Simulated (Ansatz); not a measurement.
# CH₃Cl₃SeSn: basis-set convergence

The task here is to estimate one member of a computed series from the others.

Computed with Ansatz 0.2.0, Gaussian basis. Level: one geometry, several basis sets.

Plan: PBE0-D4/def2-SVP; ωB97M-V/def2-SVP; PBE0-D4/def2-QZVPP; ωB97M-V/def2-QZVPP; the functionals' def2-TZVPP values are taken from earlier runs.

### The geometry

All runs share one geometry, relaxed beforehand with PBE0-D4 in a triple-zeta def2 set. Sn takes the def2 core potential; no spin-orbit term is included.

SMILES `C[Se][Sn]([Cl])([Cl])[Cl]`, 9 atoms, charge 0, spin multiplicity 1.

Atoms are counted from 1 here; the program's logs count them from 0.

Bond lengths: C1–Se2 1.962 Å, C1–H7 1.089 Å, C1–H8 1.087 Å, C1–H9 1.087 Å, Se2–Sn3 2.484 Å, Sn3–Cl4 2.312 Å, Sn3–Cl5 2.300 Å, Sn3–Cl6 2.312 Å. Angles: Se2–C1–H7 105.0°, Se2–C1–H8 110.4°, Se2–C1–H9 110.4°, H7–C1–H8 109.7°, H7–C1–H9 109.7°, H8–C1–H9 111.4°, C1–Se2–Sn3 95.1°, Se2–Sn3–Cl4 111.9°, Se2–Sn3–Cl5 111.4°, Se2–Sn3–Cl6 111.8°, Cl4–Sn3–Cl5 108.4°, Cl4–Sn3–Cl6 104.7°, Cl5–Sn3–Cl6 108.4°.

As a file:

| atom | x (Å) | y (Å) | z (Å) |
| --- | --- | --- | --- |
| C1 | 0.02862 | -1.15563 | 1.31900 |
| Se2 | 1.55349 | -0.30663 | 0.42293 |
| Sn3 | 0.17016 | 1.01344 | -1.16248 |
| Cl4 | -1.17164 | -0.34159 | -2.46888 |
| Cl5 | 1.47969 | 2.29417 | -2.55420 |
| Cl6 | -1.30384 | 2.41095 | -0.05898 |
| H7 | 0.46960 | -1.79738 | 2.08025 |
| H8 | -0.59978 | -0.40448 | 1.79165 |
| H9 | -0.53781 | -1.75915 | 0.61372 |

The first run:

in.yaml

```yaml
crystal:
  periodic: [false, false, false]
  atoms:
    - {symbol: C, position_ang: [0.028623, -1.155630, 1.319003]}
    - {symbol: Se, position_ang: [1.553494, -0.306633, 0.422934]}
    - {symbol: Sn, position_ang: [0.170164, 1.013443, -1.162485]}
    - {symbol: Cl, position_ang: [-1.171642, -0.341593, -2.468882]}
    - {symbol: Cl, position_ang: [1.479687, 2.294165, -2.554197]}
    - {symbol: Cl, position_ang: [-1.303836, 2.410955, -0.058982]}
    - {symbol: H, position_ang: [0.469603, -1.797379, 2.080246]}
    - {symbol: H, position_ang: [-0.599783, -0.404481, 1.791649]}
    - {symbol: H, position_ang: [-0.537810, -1.759146, 0.613715]}
basis:
  gaussian: {orbitals: def2-SVP}
hamiltonian: {xc: pbe0, dispersion: d4}
output: {orbitals: {seedname: orbitals}}
```

Steps of the session up to this table: PBE0-D4 in def2-SVP; ωB97M-V in def2-SVP; PBE0-D4 in def2-QZVPP; ωB97M-V in def2-QZVPP.

One table of the session follows, with a row left open; its other results are not shown here.

It belongs to the step «Density functionals: the series». 

| functional | basis | HOMO (eV) | LUMO (eV) |
| --- | --- | --- | --- |
| PBE0-D4 | def2-SVP | -7.44 | -2.63 |
| PBE0-D4 | def2-TZVPP | -7.53 | -2.74 |
| PBE0-D4 | def2-QZVPP | -7.54 | -2.77 |
| ωB97M-V | def2-SVP | -9.57 | -0.58 |
| ωB97M-V | def2-TZVPP | ? | ? |
| ωB97M-V | def2-QZVPP | -9.71 | -0.85 |

Estimate the missing values for ωB97M-V, def2-TZVPP.

**Answer.** HOMO (eV): -9.69; LUMO (eV): -0.78. In the column «HOMO (eV)» it lies between ωB97M-V, def2-QZVPP (-9.71) and ωB97M-V, def2-SVP (-9.57).
